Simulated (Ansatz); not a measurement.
# CH7B2ClSi: the cost of one run

Program: Ansatz 0.2.0. Level of theory: RKS revPBE/def2-SVP. These are calculated values, not measurements.

### Step 1. The system as given

Bond lengths: C1–B2 1.588 Å, B2–Si3 1.921 Å, B2–B4 1.629 Å, B4–Cl5 1.823 Å, C1–H6 1.183 Å, C1–H7 1.100 Å, C1–H8 1.053 Å, Si3–H9 1.463 Å, Si3–H10 1.473 Å, Si3–H11 1.511 Å, B4–H12 1.234 Å. Angles (14 of 18 angles, heavy atoms first): C1–B2–Si3 119.1°, C1–B2–B4 123.1°, Si3–B2–B4 117.7°, B2–B4–Cl5 126.0°, B2–C1–H6 105.7°, B2–C1–H7 111.4°, B2–C1–H8 110.2°, B2–Si3–H9 111.6°, B2–Si3–H10 110.4°, B2–Si3–H11 109.7°, B2–B4–H12 116.1°, Cl5–B4–H12 117.9°, H6–C1–H7 107.0°, H6–C1–H8 109.2°.

As a file:

```xyz
12

C    -0.9101   -0.4959    1.3123
B    -0.2176   -0.0851   -0.0560
Si    1.5706    0.6148   -0.0253
B    -0.9270   -0.2857   -1.5082
Cl   -0.1853    0.1068   -3.1269
H    -1.8798    0.1764    1.3943
H    -0.2737   -0.2489    2.1752
H    -1.1929   -1.5094    1.2862
H     1.6308    1.9646   -0.5863
H     2.4885   -0.2881   -0.7412
H     2.0578    0.7073    1.4016
H    -2.0845   -0.7118   -1.4916
```

### Step 2. Relaxing end A

Contents of input.yaml:

```yaml
crystal:
  periodic: [false, false, false]
  atoms:
    - { symbol: C, position_ang: [-0.9101, -0.4959, 1.3123] }
    - { symbol: B, position_ang: [-0.2176, -0.0851, -0.056] }
    - { symbol: Si, position_ang: [1.5706, 0.6148, -0.0253] }
    - { symbol: B, position_ang: [-0.927, -0.2857, -1.5082] }
    - { symbol: Cl, position_ang: [-0.1853, 0.1068, -3.1269] }
    - { symbol: H, position_ang: [-1.8798, 0.1764, 1.3943] }
    - { symbol: H, position_ang: [-0.2737, -0.2489, 2.1752] }
    - { symbol: H, position_ang: [-1.1929, -1.5094, 1.2862] }
    - { symbol: H, position_ang: [1.6308, 1.9646, -0.5863] }
    - { symbol: H, position_ang: [2.4885, -0.2881, -0.7412] }
    - { symbol: H, position_ang: [2.0578, 0.7073, 1.4016] }
    - { symbol: H, position_ang: [-2.0845, -0.7118, -1.4916] }
basis:
  gaussian: { orbitals: def2-SVP }
hamiltonian:
  xc: revpbe
relax:
  f_tol: 0.02
  max_steps: 50
```

Launch:

```
$ ansatz run input.yaml --threads 2 --pin off --max-ram 3072MiB --backend cpu --events-out ev --progress --plain --runs-dir out
```

**Question.** How long does this run take on 2 threads of Intel Xeon 6975P-C (Granite Rapids), shared host, and how much memory does it need?

About 43 s, with a peak of 0.17 GiB.
